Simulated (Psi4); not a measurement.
# Br2 (bromine): TDHF/jun-cc-pVTZ (save jk yes, sweep point 8)

We compute the vertical excitations of Br2 (bromine). 

The results are computed with Psi4 1.11.

3 further runs of the same task are left out: 3 set aside as unsound or not needed.

## Step 1: Starting point

Br2: 2 atoms, total charge 0, spin state singlet. As SMILES, `BrBr`. The shape is that of a GFN2-xTB optimisation.

Bond lengths: Br1–Br2 2.282 Å.

## Step 2: The vertical excitations at TDHF/jun-cc-pVTZ (save jk yes, sweep point 8)

run.py reads:

```python
import psi4

psi4.set_memory('1600 MB')
psi4.set_num_threads(1)
psi4.set_output_file('run.log', False)

mol = psi4.geometry("""
0 1
Br     0.973120    -0.325440     0.498590
Br    -0.973120     0.325440    -0.498590
units angstrom
symmetry c1
""")

options = {'basis': 'jun-cc-pVTZ', 'puream': True, 'scf_type': 'pk', 'save_jk': True}
psi4.set_options(options)

from psi4.driver.procrouting.response.scf_response import tdscf_excitations
e, wfn = psi4.energy("scf", return_wfn=True)
states = tdscf_excitations(wfn, states=4, tda=False)
for k, s in enumerate(states, 1):
    print(f"root {k}: {s['EXCITATION ENERGY'] * 27.211386:.4f} eV  f = {s['OSCILLATOR STRENGTH (LEN)']:.4f}  {s['SYMMETRY']}")
print('E =', round(e, 9))
```

Run with:

```bash
$ python run.py
```

run.log:

```text
[...]
  Running in c1 symmetry.
[...]
  Nuclear repulsion =  284.112838916209910
[...]
  Multiplicity = 1
[...]
  Nalpha       = 35
  Nbeta        = 35
[...]
    Number of basis functions: 104
[...]
   @RHF iter   1: -5144.66304090815902   -3.33588e+00   1.19481e-02 DIIS/ADIIS
[...]
   @RHF iter   7: -5144.91560355543697   -3.24644e-08   1.42647e-07 DIIS
[...]
    Orbital Energies [Eh]
    ---------------------
    Doubly Occupied:
       1A   -490.071465     2A   -490.071465     3A    -65.210338
       4A    -65.210336     5A    -58.566142     6A    -58.566142
       7A    -58.563842     8A    -58.563842     9A    -58.563842
      10A    -58.563842    11A     -9.882492    12A     -9.882429
      13A     -7.495906    14A     -7.495746    15A     -7.485497
      16A     -7.485497    17A     -7.485480    18A     -7.485480
      19A     -3.241381    20A     -3.238976    21A     -3.235710
      22A     -3.235710    23A     -3.234924    24A     -3.234924
      25A     -3.222129    26A     -3.222129    27A     -3.222079
      28A     -3.222079    29A     -1.104898    30A     -0.948593
      31A     -0.535832    32A     -0.506658    33A     -0.506658
      34A     -0.406194    35A     -0.406194
[...]
  @RHF Final Energy: -5144.91560355543697
   => Energetics <=
    Nuclear Repulsion Energy =            284.1128389162099097
    One-Electron Energy =               -7731.3072982011390195
    Two-Electron Energy =                2302.2788557294934435
    Total Energy =                      -5144.9156035554360642
[...]
 Multipole Moments:
 ------------------------------------------------------------------------------------
     Multipole            Electronic (a.u.)      Nuclear  (a.u.)        Total (a.u.)
 ------------------------------------------------------------------------------------
 L = 1.  Multiply by 2.5417464519 to convert [e a0] to [Debye]
 Dipole X            :          0.0000000            0.0000000            0.0000000
 Dipole Y            :          0.0000000            0.0000000            0.0000000
 Dipole Z            :         -0.0000000            0.0000000           -0.0000000
 Magnitude           :                                                    0.0000000
[...]
**********                               WARNING                                **********
**********       The names of excited state variables changed between 1.5       **********
[...]
**********                               WARNING                                **********
**********  Length-gauge rotatory strengths are **NOT** gauge-origin invariant  **********
[...]
                                    Excitation Energy         Total Energy        Oscillator Strength             Rotatory Strength
[...]
Excited State    1 (1 A):   0.12542 au   363.29 nm f = 0.0010
[...]
Excited State    2 (1 A):   0.12542 au   363.29 nm f = 0.0010
[...]
Excited State    3 (1 A):   0.22230 au   204.97 nm f = 0.0000
[...]
Excited State    4 (1 A):   0.22230 au   204.97 nm f = 0.0000
[...]
**********                               WARNING                                **********
**********       The names of excited state variables changed between 1.5       **********
[...]
```

The script printed:

```text
root 1: 3.4128 eV  f = 0.0010  A
root 2: 3.4128 eV  f = 0.0010  A
root 3: 6.0490 eV  f = 0.0000  A
root 4: 6.0490 eV  f = 0.0000  A
E = -5144.915603555
```

It took 51 s on 1 thread of Intel Xeon 6975P-C (Granite Rapids), shared host; peak memory 1.2 GiB.

The roots found:

```csv
excited state,energy (eV),strength,label
1,3.413,0.0010,A 1
2,3.413,0.0010,A 1
3,6.049,0.0000,A 1
4,6.049,0.0000,A 1
```

## Step 3: Summary of results

At TDHF/jun-cc-pVTZ (save jk yes, sweep point 8):

| quantity | value |
| --- | --- |
| ground-state or mean-field energy | -5144.91560 Eh |
| dipole moment (Hartree–Fock density) | 0.00 D |
| HOMO energy (Hartree–Fock orbitals) | -11.05 eV |
| LUMO energy (Hartree–Fock orbitals) | -0.08 eV |
| HOMO–LUMO gap (Hartree–Fock orbitals) | 10.97 eV |
| lowest excitation energy | 3.41 eV |
